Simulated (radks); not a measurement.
**Ar⁴⁺ in [Ne] 3s2 3p2: an all-electron calculation**

Aim: the levels, the sizes of the orbitals and the parts of the energy of the argon ion Ar4+.

Program: radks (a radial shooting solver on a logarithmic mesh, Libxc functionals) version 1. Level of theory: scalar-relativistic Kohn-Sham, r2SCAN, spin-polarised, spherical densities, finite nucleus; open shells are filled with parallel spins first. These are calculated values, not measurements, unless marked.

## (1) What is computed

```
element            : argon (Z = 18)
charge             : +4
electrons          : 14
configuration      : [Ne] 3s2 3p2
nuclear rms radius : 3.4274 fm
```

The outer shells:

Ar⁴⁺
```
[Ne] core
3s [↑↓]
3p [↑ ][↑ ][  ]
```

## (2) The calculation

Input:

```text
Z 18
configuration [Ne] 3s2 3p2
relativity scalar-relativistic
functional r2scan,r2scan
spin polarised
nucleus finite rms 3.4274 fm
c 137.035999084
```

Q: Predict the outcome of this run.

**Answer**, as computed:

```
                        quantity                   value
                    total energy      -524.12006 hartree
exchange-correlation share of it                  5.55 %
                            −T/E                  1.0055
          highest occupied level       3p up, -67.410 eV
    most extended occupied level  3p up, <r> = 1.33 bohr
 radius at density 0.001 e/bohr³               2.77 bohr
    maxima of the radial density                       3
         ionisation energy, NIST     74.8 (semi-emp.) eV
```

What this shows: The radial density shows 3 maxima for 3 occupied principal shells. −T/E is 1.006: with relativity the kinetic term as defined here no longer equals −E. The top level binds by 67.410 eV, 90 % of the NIST ionisation energy of 74.8 eV. Open shells are spherical and high-spin; term and fine-structure splittings are not resolved.
